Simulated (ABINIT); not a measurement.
# Al3Au (I4/mmm) in ABINIT: band structure with PBEsol

Aim: the band structure of Al3Au with PBEsol.

Program: ABINIT 10.8.3 (patched build). These are calculated values, not measurements. Logs are shortened: lines on timing, memory, paths and dates and some standing lists are left out, and cuts for length are marked. The log counts tension as positive stress, the text compression.

## Step 1: The structure

The structure is tetragonal, space group I4/mmm (No. 139). The conventional cell has a = 4.051 Å, b = 4.051 Å, c = 8.113 Å, α = 90.00°, β = 90.00°, γ = 90.00°. Au (site symmetry 4/mmm) has 12 Al at 2.86 to 2.87 Å as nearest neighbours. Al (site symmetry 4/mmm) is surrounded by 4 Au at 2.86 Å and 8 Al at 2.87 Å. Around Al (site symmetry -4m2) lie 8 Al at 2.86 to 2.87 Å and 4 Au at 2.87 Å.

The cell comes from a database or a generator and needn't be the stable form of this composition.

## Step 2: Band structure, PBEsol

run.abi

```
ndtset 2

pp_dirpath "./"
pseudos "Au.upf, Al.upf"

acell 3*1.0 Angstrom
rprim
    -2.0253330000     2.0253330000     4.0566000000
     2.0253330000    -2.0253330000     4.0566000000
     2.0253330000     2.0253330000    -4.0566000000
ntypat 2
znucl 79 13
natom 4
typat 1 2 2 2
xred
     0.0000000000     0.0000000000     0.0000000000
     0.5000000000     0.5000000000     0.0000000000
     0.2500000000     0.7500000000     0.5000000000
     0.7500000000     0.2500000000     0.5000000000

ecut 38.0

ixc -116133

occopt 3
tsmear 0.00183747

nstep 100

iomode 3
prtwf 0
prteig 0
prtebands 0
enunit 1
prtden1 1
prtvha1 1
prtvclmb1 1
prtpot1 1
prtelf1 1

kptopt1 1
ngkpt1 9 9 9
nshiftk1 1
shiftk1 0.0 0.0 0.0
nband1 18
tolvrs1 1.0e-10

iscf2 -2
getden2 1
nband2 24
nbdbuf2 4
tolwfr2 1.0e-11
kptopt2 -10
ndivsm2 8
prteig2 1
prtvol2 -3
kptbounds2
     0.0000000000     0.0000000000     0.0000000000
     0.0000000000     0.0000000000     0.5000000000
    -0.1246345671     0.1246345671     0.5000000000
    -0.3123172836     0.3123172836     0.3123172836
     0.0000000000     0.0000000000     0.0000000000
     0.5000000000     0.5000000000    -0.5000000000
     0.3123172836     0.6876827164    -0.3123172836
     0.0000000000     0.5000000000     0.0000000000
     0.2500000000     0.2500000000     0.2500000000
     0.5000000000     0.5000000000    -0.1246345671
     0.5000000000     0.5000000000    -0.5000000000
```

Potentials or basis: PseudoDojo NC SR PBEsol v0.4.1 standard.

On the command line:

```sh
$ abinit run.abi > log 2>&1
```

run.abo:

```text
.Version 10.8.3 of ABINIT
 DATASET    1 : space group I4/m m m (#139); Bravais tI (body-center tetrag.)
================================================================================
 Values of the parameters that define the memory need for DATASET  1.
     intxc =       0    ionmov =       0      iscf =       7    lmnmax =       7
     lnmax =       7     mgfft =      54  mpssoang =       4    mqgrid =    3001
     natom =       4  nloc_mem =       1    nspden =       1   nspinor =       1
    nsppol =       1      nsym =      16    n1xccc =    2501    ntypat =       2
    occopt =       3   xclevel =       2
       mpw =        5062          nfft =      157464          nkpt =          75
================================================================================
================================================================================

 DATASET    2 : space group I4/m m m (#139); Bravais tI (body-center tetrag.)
================================================================================
 Values of the parameters that define the memory need for DATASET  2.
     intxc =       0    ionmov =       0      iscf =      -2    lmnmax =       7
     lnmax =       7     mgfft =      54  mpssoang =       4    mqgrid =    3001
     natom =       4  nloc_mem =       1    nspden =       1   nspinor =       1
    nsppol =       1      nsym =      16    n1xccc =    2501    ntypat =       2
    occopt =       3   xclevel =       2
       mpw =        5068          nfft =      157464          nkpt =         200
================================================================================
================================================================================

--------------------------------------------------------------------------------
------------- Echo of variables that govern the present computation ------------
--------------------------------------------------------------------------------
 -outvars: echo values of preprocessed input variables --------
            acell      1.8897261259E+00  1.8897261259E+00  1.8897261259E+00 Bohr
              amu      1.96966540E+02  2.69815390E+01
             ecut      3.80000000E+01 Hartree
           enunit           1
           getden1          0
           getden2          1
             iscf1          7
             iscf2         -2
              ixc     -116133
           jdtset        1    2
           kptopt1          1
           kptopt2        -10
         kptrlatt        9    0    0      0    9    0      0    0    9
          kptrlen1     6.88918443E+01
          kptrlen2     3.00000000E+01
            natom           4
            nband1         18
            nband2         24
           nbdbuf1          0
           nbdbuf2          4
           ndtset           2
           ndivsm1          0
           ndivsm2          8
            ngfft          54      54      54
             nkpt1         75
             nkpt2        200
            nstep         100
             nsym          16
           ntypat           2
           occopt           3
        prtebands           0
           prteig1          0
           prteig2          1
           prtelf1          1
           prtelf2          0
           prtpot1          1
           prtpot2          0
         prtvclmb1          1
         prtvclmb2          0
           prtvha1          1
           prtvha2          0
           prtvol1          0
           prtvol2         -3
            prtwf           0
            rprim     -2.0253330000E+00  2.0253330000E+00  4.0566000000E+00
                       2.0253330000E+00 -2.0253330000E+00  4.0566000000E+00
[... 252 lines left out ...]
  1.80E-12  6.44E-12  4.79E-12  5.32E-12  5.99E-12  5.50E-12  4.76E-12  6.47E-08
 -3.5799E+00 -1.7896E+00 -1.7895E+00 -1.7895E+00 -6.5990E-02  1.2423E-01
  1.2653E-01  1.3404E-01  1.3409E-01  1.5267E-01  2.5078E-01  3.4613E-01
[... 1572 lines left out ...]
  2.84E-12  8.81E-12  8.10E-12  6.80E-12  4.94E-12  3.09E-12  1.84E-12  5.15E-12
  4.92E-12  8.85E-12  5.86E-12  3.51E-12  4.11E-12  8.70E-11  2.21E-05  6.87E-06
 -3.5799E+00 -1.7896E+00 -1.7895E+00 -1.7895E+00  1.4211E-02  2.2923E-02
  1.1521E-01  1.5061E-01  1.5071E-01  1.5079E-01  1.5460E-01  2.5289E-01
  2.5334E-01  3.3422E-01  3.8405E-01  5.3389E-01  5.5357E-01  5.5370E-01
  5.7235E-01  5.8063E-01  5.8750E-01  6.1074E-01  6.6763E-01  6.7189E-01
 Non-SCF case, kpt  200 (  0.50000  0.50000 -0.50000), residuals and eigenvalues=
  5.40E-12  2.74E-12  2.95E-12  3.90E-12  1.63E-12  2.15E-12  4.47E-12  8.24E-12
  4.40E-12  5.04E-12  7.22E-12  2.01E-12  8.88E-12  3.14E-12  2.97E-12  7.66E-12
  2.58E-12  3.49E-12  3.36E-12  8.17E-12  4.64E-12  4.45E-11  2.09E-06  6.36E-06
 -3.5799E+00 -1.7896E+00 -1.7895E+00 -1.7895E+00  1.4027E-02  2.2809E-02
  1.1522E-01  1.5064E-01  1.5064E-01  1.5088E-01  1.5473E-01  2.5378E-01
  2.5378E-01  3.3281E-01  3.8337E-01  5.3466E-01  5.5398E-01  5.5398E-01
  5.7960E-01  5.7960E-01  5.8418E-01  6.0809E-01  6.6702E-01  6.7087E-01

--- !ResultsGS
iteration_state: {dtset: 2, }
comment   : Summary of ground state results
lattice_vectors:
- [ -3.8273247,   3.8273247,   7.6658630, ]
- [  3.8273247,  -3.8273247,   7.6658630, ]
- [  3.8273247,   3.8273247,  -7.6658630, ]
lattice_lengths: [   9.38415,    9.38415,    9.38415, ]
lattice_angles: [131.860, 131.860,  70.450, ] # degrees, (23, 13, 12)
lattice_volume:   4.4917095E+02
convergence: {deltae:  0.000E+00, res2:  0.000E+00, residm:  9.999E-12, diffor:  0.000E+00, }
etotal    :  -1.54402005E+02
entropy   :   0.00000000E+00
fermie    :   3.46719615E-01
cartesian_stress_tensor: null
pressure_GPa: null
xred      :
- [  0.0000E+00,   0.0000E+00,   0.0000E+00, Au]
- [  5.0000E-01,   5.0000E-01,  -9.9987E-18, Al]
- [  2.5000E-01,   7.5000E-01,   5.0000E-01, Al]
- [  7.5000E-01,   2.5000E-01,   5.0000E-01, Al]
cartesian_forces: null
force_length_stats: {min: null, max: null, mean: null, }
...

 Integrated electronic density in atomic spheres:
 ------------------------------------------------
 Atom  Sphere_radius  Integrated_density
    1        2.00000         15.54499882
    2        2.00000          0.86288968
    3        2.00000          0.85826499
    4        2.00000          0.85826499
================================================================================

 ----iterations are completed or convergence reached----

 Mean square residual over all n,k,spin=   47.003E-13; max=  99.988E-13
 reduced coordinates (array xred) for    4 atoms
       0.000000000000      0.000000000000      0.000000000000
       0.500000000000      0.500000000000     -0.000000000000
       0.250000000000      0.750000000000      0.500000000000
       0.750000000000      0.250000000000      0.500000000000

 cartesian coordinates (angstrom) at end:
    1      0.00000000000000     0.00000000000000     0.00000000000000
    2     -0.00000000000000    -0.00000000000000     4.05660000000000
    3      2.02533300000000    -0.00000000000000     2.02830000000000
    4      0.00000000000000     2.02533300000000     2.02830000000000
 length scales=  1.889726125908  1.889726125908  1.889726125908 bohr
              =  1.000000000000  1.000000000000  1.000000000000 angstroms
 Eigenvalues (   eV  ) for nkpt= 200  k points:
 kpt#   1, nband= 24, wtk=  1.00000, kpt=  0.0000  0.0000  0.0000 (reduced coord)
 -97.41363  -48.69723  -48.69367  -48.69367   -1.80040    3.37950    3.44125    3.65069
   3.65069    4.15688    6.81646    9.46013    9.46013    9.79315   10.15659   10.26828
  10.26828   10.28739   11.62694   12.86955   15.70209   15.70209   16.75336   19.83315
 kpt#   2, nband= 24, wtk=  1.00000, kpt=  0.0000  0.0000  0.0156 (reduced coord)
 -97.41363  -48.69723  -48.69367  -48.69367   -1.79567    3.38058    3.44307    3.64753
   3.64891    4.15430    6.82413    9.41865    9.44581    9.80260   10.00762   10.01102
  10.42443   10.55407   11.67327   12.88414   15.56849   15.71131   16.85735   19.86848
 kpt#   3, nband= 24, wtk=  1.00000, kpt=  0.0000  0.0000  0.0313 (reduced coord)
 -97.41363  -48.69723  -48.69368  -48.69368   -1.78149    3.38384    3.44848    3.63808
   3.64365    4.14652    6.84706    9.31057    9.40364    9.74368    9.82232    9.83171
  10.63549   10.83605   11.80460   12.92716   15.26288   15.73892   17.07367   19.97481
 kpt#   4, nband= 24, wtk=  1.00000, kpt=  0.0000  0.0000  0.0469 (reduced coord)
 -97.41363  -48.69723  -48.69369  -48.69369   -1.75787    3.38930    3.45746    3.62248
   3.63518    4.13349    6.88497    9.16215    9.33573    9.48573    9.66047    9.84334
  10.85946   11.12406   12.00363   12.99662   14.88704   15.78478   17.30038   20.15184
 kpt#   5, nband= 24, wtk=  1.00000, kpt=  0.0000  0.0000  0.0625 (reduced coord)
[... 769 lines left out ...]
   4.09127    4.11482    4.18252    6.71525    6.80273    9.37330   10.59403   14.38730
  14.94102   14.98108   15.00630   15.97168   15.99700   16.97784   18.29257   18.43784
 kpt# 198, nband= 24, wtk=  1.00000, kpt=  0.5000  0.5000 -0.4687 (reduced coord)
 -97.41363  -48.69734  -48.69369  -48.69369    0.40171    0.63304    3.13384    4.09513
   4.09569    4.10618    4.19708    6.81367    6.85878    9.20454   10.50518   14.47024
  15.03166   15.04416   15.27211   15.87876   16.01223   16.78909   18.21979   18.53348
 kpt# 199, nband= 24, wtk=  1.00000, kpt=  0.5000  0.5000 -0.4844 (reduced coord)
 -97.41363  -48.69734  -48.69368  -48.69368    0.38670    0.62376    3.13490    4.09836
   4.10098    4.10308    4.20694    6.88141    6.89384    9.09472   10.45044   14.52784
  15.06353   15.06687   15.57451   15.79982   15.98660   16.61908   18.16714   18.28297
 kpt# 200, nband= 24, wtk=  1.00000, kpt=  0.5000  0.5000 -0.5000 (reduced coord)
 -97.41363  -48.69734  -48.69368  -48.69368    0.38170    0.62067    3.13525    4.09925
   4.09925    4.10553    4.21040    6.90579    6.90579    9.05633   10.43194   14.54878
  15.07443   15.07443   15.77174   15.77174   15.89626   16.54700   18.15061   18.25537

== END DATASET(S) ==============================================================
================================================================================

 -outvars: echo values of variables after computation  --------
            acell      1.8897261259E+00  1.8897261259E+00  1.8897261259E+00 Bohr
           etotal1    -1.5440200487E+02
            fcart1    -0.0000000000E+00 -0.0000000000E+00 -0.0000000000E+00
                      -0.0000000000E+00 -0.0000000000E+00 -0.0000000000E+00
                      -0.0000000000E+00 -0.0000000000E+00 -0.0000000000E+00
                      -0.0000000000E+00 -0.0000000000E+00 -0.0000000000E+00
            rprim     -2.0253330000E+00  2.0253330000E+00  4.0566000000E+00
                       2.0253330000E+00 -2.0253330000E+00  4.0566000000E+00
                       2.0253330000E+00  2.0253330000E+00 -4.0566000000E+00
           strten1     9.1100858342E-05  9.1100858342E-05  1.0609893225E-04
                       0.0000000000E+00  0.0000000000E+00  0.0000000000E+00
           xangst      0.0000000000E+00  0.0000000000E+00  0.0000000000E+00
                      -2.0250713271E-17 -2.0250713271E-17  4.0566000000E+00
                       2.0253330000E+00 -3.5250283395E-16  2.0283000000E+00
                       0.0000000000E+00  2.0253330000E+00  2.0283000000E+00
             xred      0.0000000000E+00  0.0000000000E+00  0.0000000000E+00
                       5.0000000000E-01  5.0000000000E-01 -9.9987080006E-18
                       2.5000000000E-01  7.5000000000E-01  5.0000000000E-01
                       7.5000000000E-01  2.5000000000E-01  5.0000000000E-01
 Calculation completed.
```

It took 26 min on 1 thread of Arm Neoverse N1, shared host; peak memory 0.46 GiB.

Results:

```yaml
Free_energy: -4201.4926 eV
Pressure: -2.8 GPa
Band_gap_on_the_k_mesh: none (metal or under the smearing width)
Valence_electrons_inside_the_program's_atomic_spheres: Au 15.54; Al 0.86
```

Stress tensor (GPa, compression positive):
```
-2.68  0.00  0.00
 0.00 -2.68  0.00
 0.00  0.00 -3.12
```

Levels at the corners of the path, in eV from the Fermi level:
```
point  band 12  band 13  band 14  band 15  band 16  band 17
    Γ     0.03     0.03     0.36     0.72     0.83     0.83
    X    -4.44    -4.00    -2.14    -1.55     2.10     2.94
    Y    -4.59    -3.79    -0.76    -0.39     2.67     3.26
    S    -4.73    -0.73     0.81     1.42     2.67     2.81
    Γ     0.03     0.03     0.36     0.72     0.83     0.83
    Z    -2.53    -2.53    -0.38     1.00     5.11     5.64
   S1    -4.73    -0.73     0.81     1.42     2.67     2.81
    N    -3.53    -1.78     0.39     1.27     1.55     2.91
    P    -4.60    -3.72    -1.41    -0.17     0.05     0.05
   Y1    -4.59    -3.79    -0.76    -0.39     2.67     3.26
    Z    -2.53    -2.53    -0.38     1.00     5.11     5.64
```

Caveat: spin-orbit coupling is left out, which moves the levels of the heavy elements.
